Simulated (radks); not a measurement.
# Numerical settings for Mo³⁰⁺

How sensitive is the result for the molybdenum ion Mo30+ to mesh, mixing and thresholds? A default run comes first. The defaults are a mesh step of 0.008 in ln r, a mesh end at 40 bohr or more, Anderson mixing 0.5 over 9 steps and a tight residual threshold, with the energy settled to 1e-9 hartree as well; every run has a cap on iterations.

Method: Dirac Kohn-Sham, LDA (Slater exchange, Perdew-Wang correlation), spin-unpolarised, spherical densities, finite nucleus. Code: radks (a radial shooting solver on a logarithmic mesh, Libxc functionals) version 1.

### 1 The system

| Quantity | Value |
| --- | --- |
| element | molybdenum (Z = 42) |
| charge | +30 |
| electrons | 12 |
| configuration | [Ne] 3s2 |
| nuclear rms radius | 4.4091 fm |

Outer shells as boxes (Hund's rule):

Mo³⁰⁺
```
[Ne] core
3s [↑↓]
```

### 2 Default settings

The run's settings:

```text
Z 42
configuration [Ne] 3s2
relativity Dirac
functional lda,pw
spin unpolarised
j_filling average
nucleus finite rms 4.4091 fm
c 137.035999084
max_iterations 70
```

The run is started by

```sh
$ python run_ks.py task.json out
```

The same process makes all the runs of this session.

### 3 Mesh step in ln r 0.05

Input: that of step 2 with these lines changed.

```diff
@@ -8,2 +8,3 @@
 c 137.035999084
+mesh_step 0.05
 max_iterations 70
```

### 4 Mesh step in ln r 0.12

Input: that of step 3 with these lines changed.

```diff
@@ -8,3 +8,3 @@
 c 137.035999084
-mesh_step 0.05
+mesh_step 0.12
 max_iterations 70
```

### 5 Mesh step in ln r 0.02

Input: that of step 4 with these lines changed.

```diff
@@ -8,3 +8,3 @@
 c 137.035999084
-mesh_step 0.12
+mesh_step 0.02
 max_iterations 70
```

### 6 Mesh end (bohr) 20

Input: that of step 5 with these lines changed.

```diff
@@ -8,3 +8,3 @@
 c 137.035999084
-mesh_step 0.02
+mesh_end 20
 max_iterations 70
```

### 7 Mesh end (bohr) 400

Input: that of step 6 with these lines changed.

```diff
@@ -8,3 +8,3 @@
 c 137.035999084
-mesh_end 20
+mesh_end 400
 max_iterations 70
```

### 8 Residual threshold 0.1

Input: that of step 7 with these lines changed.

```diff
@@ -8,3 +8,3 @@
 c 137.035999084
-mesh_end 400
+threshold 0.1
 max_iterations 70
```

### 9 Residual threshold 1e-05

Input: that of step 8 with these lines changed.

```diff
@@ -8,3 +8,3 @@
 c 137.035999084
-threshold 0.1
+threshold 1e-05
 max_iterations 70
```

### 10 Mixing 0.05

Input: that of step 9 with these lines changed.

```diff
@@ -8,3 +8,3 @@
 c 137.035999084
-threshold 1e-05
+mixing 0.05
 max_iterations 70
```

### 11 Mixing history 1, mixing 0.05

Input: that of step 10 with these lines changed.

```diff
@@ -8,2 +8,3 @@
 c 137.035999084
+history 1
 mixing 0.05
```

### 12 Mixing history 1, mixing 0.8

Input: that of step 11 with these lines changed.

```diff
@@ -9,3 +9,3 @@
 history 1
-mixing 0.05
+mixing 0.8
 max_iterations 70
```

### 13 Mixing history 3

Input: that of step 12 with these lines changed.

```diff
@@ -8,4 +8,3 @@
 c 137.035999084
-history 1
-mixing 0.8
+history 3
 max_iterations 70
```

### 14 Iteration cap 2

Input: that of step 13 with these lines changed.

```diff
@@ -8,3 +8,2 @@
 c 137.035999084
-history 3
-max_iterations 70
+max_iterations 2
```

Before running it: what results should come out? Wanted: for each run, setting; iterations; converged; change of E.

The runs gave:

| setting | mesh points | iterations | converged | change of E (mhartree) | time |
| --- | --- | --- | --- | --- | --- |
| Default settings | 2189 | 13 | yes | 0 | 0.05 s |
| mesh step in ln r 0.05 | 351 | 13 | yes | +0.01272 | 0.01 s |
| mesh step in ln r 0.12 | 146 | 70 | no | - | 0.07 s |
| mesh step in ln r 0.02 | 876 | 13 | yes | 0 | 0.02 s |
| mesh end (bohr) 20 | 2102 | 13 | yes | 0 | 0.04 s |
| mesh end (bohr) 400 | 2476 | 13 | yes | 0 | 0.05 s |
| residual threshold 0.1 | 2189 | 7 | yes | 0 | 0.03 s |
| residual threshold 1e-05 | 2189 | 8 | yes | 0 | 0.03 s |
| mixing 0.05 | 2189 | 16 | yes | 0 | 0.05 s |
| mixing history 1, mixing 0.05 | 2189 | 70 | no | - | 0.2 s |
| mixing history 1, mixing 0.8 | 2189 | 15 | yes | 0 | 0.05 s |
| mixing history 3 | 2189 | 13 | yes | 0 | 0.04 s |
| iteration cap 2 | 2189 | 2 | no | - | 0.01 s |

In words: A zero stands for a change under the printed digits. No run that converges misses the default energy by more than 1 mhartree. Not converged or rejected: mesh step in ln r 0.12; mixing history 1, mixing 0.05; iteration cap 2.
